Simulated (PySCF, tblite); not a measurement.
# C16H14BN: excited states, part 2 of 2

tblite 0.8.0 and PySCF 2.14.0. Atoms count from 0. The steps go on from the part before.

## (6) Excited states: TDA revPBE/def2-SVP

The job: settings as JSON, then the geometry in Å.

```
{"job": {"kind": "states", "xc": "revPBE", "basis": "def2-SVP", "tda": true, "soc": true, "nstates": 6, "ntriplets": 6, "nquad": 4, "frozen_core": false}, "charge": 0, "multiplicity": 1}
C      3.992672     2.058515     0.309423
C      3.253106     1.139594     0.079945
C      2.518476    -0.055765    -0.125317
C      3.278372    -1.220240    -0.157595
C      2.677085    -2.465038    -0.226499
C      1.302887    -2.543420    -0.231234
C      0.488053    -1.404701    -0.211991
C      1.105769    -0.131418    -0.193391
N      0.332976     1.012136    -0.223738
C      0.872147     2.234076    -0.782268
C     -0.995217     1.013922     0.161604
C     -1.613830     2.225777     0.502840
C     -2.932524     2.255505     0.894831
C     -3.678599     1.083562     0.951006
C     -3.079198    -0.107638     0.616035
C     -1.738092    -0.185459     0.216922
B     -1.047761    -1.501351    -0.171221
C     -1.851178    -2.831574    -0.471655
H      4.594567     2.896705     0.496738
H      4.354095    -1.132812    -0.103429
H      3.283510    -3.358168    -0.252736
H      0.826522    -3.511933    -0.240255
H      1.254846     2.913493    -0.016995
H      1.683722     1.994787    -1.466586
H      0.088453     2.738801    -1.349533
H     -1.052311     3.146841     0.505798
H     -3.383778     3.198389     1.168848
H     -4.713379     1.114243     1.258453
H     -3.648187    -1.024076     0.666601
H     -2.072230    -3.349170     0.462533
H     -2.808154    -2.638561    -0.952039
H     -1.308040    -3.533418    -1.100075
```

With the program's defaults for keys left out, this is: TDA revPBE/def2-SVP excited states, vertical, gas phase, spin-orbit mean-field couplings.

The program printed:

```text
coarse grid: 28208 points
cycle   1  E = -696.6885122001  dE =  2.652e+00  |g| = 8.277e-01  |ddm| = 8.063e+00
cycle   2  E = -696.3085032907  dE =  3.800e-01  |g| = 1.432e+00  |ddm| = 3.053e+00
cycle   3  E = -696.8125497345  dE = -5.040e-01  |g| = 5.152e-01  |ddm| = 2.385e+00
cycle   4  E = -696.8880491250  dE = -7.550e-02  |g| = 1.227e-01  |ddm| = 8.070e-01
cycle   5  E = -696.8900752520  dE = -2.026e-03  |g| = 9.143e-02  |ddm| = 2.043e-01
cycle   6  E = -696.8919625933  dE = -1.887e-03  |g| = 3.229e-02  |ddm| = 1.025e-01
cycle   7  E = -696.8922165687  dE = -2.540e-04  |g| = 1.075e-02  |ddm| = 4.137e-02
cycle   8  E = -696.8922472007  dE = -3.063e-05  |g| = 2.710e-03  |ddm| = 1.582e-02
cycle   9  E = -696.8922490948  dE = -1.894e-06  |g| = 9.347e-04  |ddm| = 4.496e-03
final grid: 276736 points
cycle  10  E = -697.0046984356  dE = -1.285e-04  |g| = 1.587e-02  |ddm| = 1.426e-01
cycle  11  E = -697.0046368790  dE =  6.156e-05  |g| = 2.151e-02  |ddm| = 5.293e-02
cycle  12  E = -697.0047618504  dE = -1.250e-04  |g| = 5.539e-03  |ddm| = 3.517e-02
cycle  13  E = -697.0047710147  dE = -9.164e-06  |g| = 1.112e-03  |ddm| = 8.144e-03
cycle  14  E = -697.0047712849  dE = -2.702e-07  |g| = 4.553e-04  |ddm| = 1.740e-03
cycle  15  E = -697.0047713334  dE = -4.846e-08  |g| = 2.142e-04  |ddm| = 7.686e-04
cycle  16  E = -697.0047713449  dE = -1.152e-08  |g| = 6.504e-05  |ddm| = 2.856e-04
cycle  17  E = -697.0047713458  dE = -9.145e-10  |g| = 3.474e-05  |ddm| = 1.035e-04
cycle  18  E = -697.0047713461  dE = -3.395e-10  |g| = 8.615e-06  |ddm| = 4.481e-05
converged SCF energy = -697.0047713461

Singlet excitations
state   eV       nm        f     d(h-e)  d(exc)  Lambda  PR(NTO)  |dmu|/D   mu/D   main configurations
  1   3.0458   407.1   0.09160   1.024   4.599   0.687   1.164    1.495    2.938   H->L 0.91
  2   3.7927   326.9   0.02425   0.548   5.245   0.717   2.011    1.168    2.686   H->L+1 0.44, H-2->L 0.23, H-1->L 0.21
  3   3.9735   312.0   0.00175   0.888   4.754   0.723   2.104    2.058    3.372   H-1->L 0.44, H->L+2 0.20, H->L+1 0.18
  4   4.2774   289.9   0.00629   2.896   5.111   0.526   1.066    7.141    8.282   H-4->L 0.65, H-3->L 0.31
  5   4.3095   287.7   0.01307   0.609   3.973   0.686   2.329                     H->L+2 0.30, H-2->L 0.28, H->L+1 0.12
  6   4.4248   280.2   0.01474   1.245   4.943   0.622   1.428                     H-3->L 0.51, H-4->L 0.28

Triplet excitations (Tamm-Dancoff)
state   eV     d(h-e)  d(exc)  Lambda  PR(NTO)   main configurations
  1   2.4489   0.976   4.198   0.683   1.014   H->L 0.99
  2   3.1845   0.384   3.655   0.756   2.032   H->L+1 0.51, H-1->L 0.45
  3   3.4521   0.406   4.479   0.758   1.995   H-1->L 0.51, H->L+1 0.47
  4   3.6347   0.883   3.787   0.648   1.629   H-2->L 0.65, H->L+2 0.20
  5   3.7930   0.652   3.809   0.684   2.007   H->L+2 0.51, H-3->L 0.39
  6   3.8417   0.520   4.550   0.672   1.860   H-3->L 0.31, H-2->L 0.31, H->L+2 0.27
S1 - T1 = 0.5969 eV

Spin-orbit couplings |<S|Hso|T>| (cm-1)
             T1       T2       T3       T4       T5       T6
S0        0.907    0.976    0.709    0.289    0.866    0.458
S1        0.073    0.939    0.249    0.734    0.313    0.410
S2        0.793    0.090    0.277    0.201    0.143    0.423
S3        1.104    0.163    0.179    0.181    0.527    0.811
S4        2.942    3.314    3.816    2.526    1.098    1.513
S5        0.428    0.874    0.236    0.462    0.611    0.795
S6        1.107    0.977    0.916    0.800    0.309    0.322
T1 sublevels (cm-1): 0.000 0.001 0.001   radiative rates (1/s): 0.282 0.00488 0.0483
```

It took 2.8 min on 2 threads of Arm Neoverse V2, shared host; peak memory 1.9 GiB.

From this job:

| quantity | value |
| --- | --- |
| S1 less T1 | 0.60 eV |

## (7) Excited states: TDA revPBE/6-31G in water

The job, as its differences from that of step 6:

```diff
@@ -1,2 +1,2 @@
-{"job": {"kind": "states", "xc": "revPBE", "basis": "def2-SVP", "tda": true, "soc": true, "nstates": 6, "ntriplets": 6, "nquad": 4, "frozen_core": false}, "charge": 0, "multiplicity": 1}
+{"job": {"kind": "states", "xc": "revPBE", "basis": "6-31G", "tda": true, "soc": true, "nstates": 6, "ntriplets": 6, "nquad": 4, "solvent": "water", "frozen_core": false, "scf": {"conv": 1e-07}}, "charge": 0, "multiplicity": 1}
 C      3.992672     2.058515     0.309423
```

Method: TDA revPBE/6-31G excited states, vertical, IEF-PCM water (non-equilibrium response), spin-orbit mean-field couplings.

The program printed:

```text
final grid: 276736 points
cycle   1  E = -697.1854980573  dE =  2.916e+00  |g| = 7.772e-01  |ddm| = 6.540e+00
cycle   2  E = -696.9290972212  dE =  2.564e-01  |g| = 1.233e+00  |ddm| = 2.841e+00
cycle   3  E = -697.3191278034  dE = -3.900e-01  |g| = 3.973e-01  |ddm| = 2.093e+00
cycle   4  E = -697.3628486731  dE = -4.372e-02  |g| = 9.535e-02  |ddm| = 6.027e-01
cycle   5  E = -697.3644288420  dE = -1.580e-03  |g| = 5.561e-02  |ddm| = 1.424e-01
cycle   6  E = -697.3651299095  dE = -7.011e-04  |g| = 2.137e-02  |ddm| = 8.038e-02
cycle   7  E = -697.3652470738  dE = -1.172e-04  |g| = 4.018e-03  |ddm| = 2.571e-02
cycle   8  E = -697.3652509895  dE = -3.916e-06  |g| = 1.438e-03  |ddm| = 7.656e-03
cycle   9  E = -697.3652515663  dE = -5.768e-07  |g| = 3.744e-04  |ddm| = 2.404e-03
cycle  10  E = -697.3652516069  dE = -4.065e-08  |g| = 5.970e-05  |ddm| = 5.398e-04
converged SCF energy = -697.3652516069

Singlet excitations
state   eV       nm        f     d(h-e)  d(exc)  Lambda  PR(NTO)  |dmu|/D   mu/D   main configurations
  1   3.0810   402.4   0.12647   1.055   4.544   0.684   1.137    1.838    3.862   H->L 0.92
  2   3.8852   319.1   0.04581   0.494   5.153   0.720   1.968    1.225    3.442   H->L+1 0.50, H-2->L 0.20, H-1->L 0.19
  3   4.0736   304.4   0.00338   0.959   4.736   0.723   2.085    2.540    4.499   H-1->L 0.46, H->L+2 0.22, H->L+1 0.16
  4   4.3876   282.6   0.00777   2.815   5.090   0.540   1.136    7.945    9.671   H-4->L 0.60, H-3->L 0.32
  5   4.3997   281.8   0.02347   0.673   3.876   0.675   2.369                     H-2->L 0.32, H->L+2 0.26, H->L+1 0.13
  6   4.5323   273.6   0.04422   1.404   4.929   0.621   1.415                     H-3->L 0.49, H-4->L 0.28

Triplet excitations (Tamm-Dancoff)
state   eV     d(h-e)  d(exc)  Lambda  PR(NTO)   main configurations
  1   2.4820   1.001   4.163   0.680   1.013   H->L 0.99
  2   3.2694   0.343   3.641   0.757   1.968   H->L+1 0.57, H-1->L 0.39
  3   3.5524   0.470   4.472   0.760   1.939   H-1->L 0.56, H->L+1 0.41
  4   3.7505   0.878   3.764   0.646   1.722   H-2->L 0.60, H->L+2 0.23, H-3->L 0.09
  5   3.8939   0.635   3.945   0.673   1.864   H->L+2 0.61, H-3->L 0.28
  6   3.9515   0.539   4.372   0.671   1.581   H-3->L 0.39, H-2->L 0.33, H->L+2 0.14
S1 - T1 = 0.5990 eV

Spin-orbit couplings |<S|Hso|T>| (cm-1)
             T1       T2       T3       T4       T5       T6
S0        0.889    1.037    0.648    0.359    0.838    0.537
S1        0.070    1.011    0.264    0.711    0.294    0.425
S2        0.835    0.099    0.266    0.208    0.153    0.391
S3        1.102    0.151    0.152    0.168    0.415    0.869
S4        2.652    2.829    3.855    2.248    1.167    1.536
S5        0.660    1.264    0.848    0.855    0.722    0.652
S6        1.034    0.918    0.994    0.755    0.305    0.322
T1 sublevels (cm-1): 0.000 0.001 0.001   radiative rates (1/s): 0.295 0.00377 0.0447
```

Wall time 72 s (2 threads of Arm Neoverse V2, shared host); peak memory 1.8 GiB.

Key values:

| quantity | value |
| --- | --- |
| S1 less T1 | 0.60 eV |

## (8) Outcome

What follows sums up all 2 parts.

| quantity | value |
| --- | --- |
| strongest single infrared mode (GFN2-xTB) | 1451 cm⁻¹, 261 km/mol |
| zero-point energy (GFN2-xTB) | 156.2 kcal/mol |
| S1 less T1 (step 4, TDA CAM-B3LYP/def2-SVP) | 0.87 eV |
| S1 less T1 (step 6, TDA revPBE/def2-SVP) | 0.60 eV |
| S1 less T1 (step 7, TDA revPBE/6-31G in water) | 0.60 eV |
| runs | 0 failed, 1 ended on unsound input |

What this shows: No mode is imaginary among the 90: a minimum at this level. The strongest single mode, at 1451 cm⁻¹, is spread over many atoms; the largest shares are those of N8, C10. Unscaled tight-binding wavenumbers are off by several per cent, some by more. Its intensities can rank the bands wrongly. In step 4, the number of triplets below S1 is 3, and the largest singlet-triplet spin-orbit coupling is S6–T1, 2.54 cm⁻¹. In step 6, the number of triplets below S1 is 1, and the largest singlet-triplet spin-orbit coupling is S4–T3, 3.82 cm⁻¹. In step 7, the number of triplets below S1 is 1, and the largest singlet-triplet spin-orbit coupling is S4–T3, 3.85 cm⁻¹.
